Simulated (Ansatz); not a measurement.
# BrClGaH3: the cost of one run

Program: Ansatz 0.2.0. Level of theory: RKS revPBE-D4/def2-SVP. These are calculated values, not measurements.

### Step 1. Starting point

Bond lengths: Ga1–Cl2 2.590 Å, Ga1–H3 1.570 Å, Ga1–H4 1.570 Å, Ga1–Br5 2.720 Å, Cl2–H6 1.529 Å, Br5–H6 1.707 Å. Angles: Ga1–Cl2–H6 73.2°, Cl2–Ga1–H3 120.0°, Cl2–Ga1–H4 120.0°, Cl2–Ga1–Br5 71.6°, H3–Ga1–H4 120.0°, H3–Ga1–Br5 97.0°, H4–Ga1–Br5 101.2°, Ga1–Br5–H6 67.5°, Cl2–H6–Br5 147.6°.

Coordinates:

```xyz
6

Ga    0.0000    0.0000    0.0000
Cl    0.0000    0.0000    2.5900
H     1.3596    0.0000   -0.7850
H    -1.3596    0.0000   -0.7850
Br    0.1137   -2.5787    0.8577
H     0.0645   -1.4630    2.1491
```

### Step 2. A restrained relaxation towards end A

Springs on the bonds that form and break draw the guess towards this end; the thresholds are loose.

The input, input.yaml:

```yaml
crystal:
  periodic: [false, false, false]
  atoms:
    - { symbol: Ga, position_ang: [0.0, 0.0, 0.0] }
    - { symbol: Cl, position_ang: [0.0, 0.0, 2.59] }
    - { symbol: H, position_ang: [1.3596, 0.0, -0.785] }
    - { symbol: H, position_ang: [-1.3596, 0.0, -0.785] }
    - { symbol: Br, position_ang: [0.1137, -2.5787, 0.8577] }
    - { symbol: H, position_ang: [0.0645, -1.463, 2.1491] }
basis:
  gaussian: { orbitals: def2-SVP }
hamiltonian:
  xc: revpbe
  dispersion: d4
relax:
  f_tol: 0.15
  max_steps: 25
  restrain:
    - { distance: [0, 4], at: 3.62, k: 30.0 }
    - { distance: [5, 1], at: 2.57, k: 30.0 }
    - { distance: [0, 1], at: 2.24, k: 30.0 }
    - { distance: [5, 4], at: 1.55, k: 30.0 }
```

Run with:

```console
ansatz run input.yaml --threads 2 --pin off --max-ram 3072MiB --backend cpu --events-out ev --progress --plain --runs-dir out
```

Q: Estimate wall time and peak memory on 2 threads of Arm Neoverse V2, shared host.

About 8.7 s, with a peak of 0.14 GiB.
